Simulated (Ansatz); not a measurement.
# In2GaAs3: the cost of one run

Method: DFT r2SCAN, scalar-relativistic, plane waves, PAW, in Ansatz 0.2.0.

1 further run of the same task is left out (set aside as unsound or not needed).

## Step 1: Starting point

The structure is trigonal, space group P3m1 (No. 156). The conventional cell has a = 4.273 Å, b = 4.273 Å, c = 10.492 Å, α = 90.00°, β = 90.00°, γ = 120.00°. Around In (site symmetry 3m) lie 4 As at 2.64 to 2.67 Å. In (site symmetry 3m) has 4 As at 2.64 to 2.68 Å as nearest neighbours. Around Ga (site symmetry 3m) lie 4 As at 2.49 to 2.58 Å. As (site symmetry 3m) has 4 In at 2.64 to 2.67 Å as nearest neighbours. As (site symmetry 3m) has 3 Ga at 2.58 Å and 1 In at 2.68 Å as nearest neighbours. Around As (site symmetry 3m) lie 1 Ga at 2.49 Å and 3 In at 2.64 Å.

As a file:

```cif
data_structure
_symmetry_space_group_name_H-M 'P 1'
_symmetry_Int_Tables_number 1
_cell_length_a 4.2728
_cell_length_b 4.2728
_cell_length_c 10.4922
_cell_angle_alpha 90.000
_cell_angle_beta 90.000
_cell_angle_gamma 120.000
_cell_volume 165.89
loop_
_atom_site_label
_atom_site_type_symbol
_atom_site_fract_x
_atom_site_fract_y
_atom_site_fract_z
_atom_site_occupancy
In1 In 0.33333 0.66667 0.00533 1
In2 In 0.66667 0.33333 0.66029 1
Ga1 Ga 0.00000 0.00000 0.33273 1
As1 As 0.33333 0.66667 0.75117 1
As2 As 0.66667 0.33333 0.40486 1
As3 As 0.00000 0.00000 0.09563 1
```

It is the end of an earlier relaxation with the same method, from a generated guess; it needn't be the stable form of this composition. At a tolerance of 0.05 Å it has space group P3m1 (No. 156); it has 27.65 Å³/atom, an uncorrected energy of -0.26 eV/atom over the elements and, on its mesh, gap none (metal).

## Step 2: Level of theory: r2SCAN

input.yaml

```yaml
crystal:
  lattice:
    - [4.2728116051, 0.0, 0.0]
    - [-2.1364058025, 3.7003633956, 0.0]
    - [0.0, 0.0, 10.4922308]
  atoms:
    - { symbol: In, position: [0.3333333333, 0.6666666667, 0.005332] }
    - { symbol: In, position: [0.6666666667, 0.3333333333, 0.660285] }
    - { symbol: Ga, position: [0.0, 0.0, 0.332726] }
    - { symbol: As, position: [0.3333333333, 0.6666666667, 0.751167] }
    - { symbol: As, position: [0.6666666667, 0.3333333333, 0.404862] }
    - { symbol: As, position: [0.0, 0.0, 0.095627] }
basis:
  ecutwfc: 500
kpoints:
  mp_grid: { grid: [12, 12, 4] }
  band_path:
    path:
      - [[0.0, 0.0, 0.0], [0.5, 0.0, 0.0], [0.33333333, 0.33333333, 0.0], [0.0, 0.0, 0.0], [0.0, 0.0, 0.5], [0.5, 0.0, 0.5], [0.33333333, 0.33333333, 0.5], [0.0, 0.0, 0.5]]
      - [[0.5, 0.0, 0.5], [0.5, 0.0, 0.0]]
      - [[0.33333333, 0.33333333, 0.5], [0.33333333, 0.33333333, 0.0]]
    npoints: 14
hamiltonian:
  xc: r2scan
scf:
  occupations: { method: gaussian, width: 0.1 }
  n_extra_bands: 15
output:
  forces: true
  stress: true
  eigenvalues: true
  populations: true
  dos: { projected: true, de: 0.02, nscf_kmesh: { grid: [15, 15, 5] } }
  bader: true
  write_density: true
  write_potential: true
  elf: true
  volumetric_format: npy
```

The run is started by

```
$ ansatz run input.yaml --threads 4 --pin off --max-ram 8192MiB --backend cpu --events-out ev --progress --plain --runs-dir out
```

**Question.** How long does this run take on 4 threads of Arm Neoverse V1, shared host, and how much memory does it need?

About 2.5 min, with a peak of 1.6 GiB.
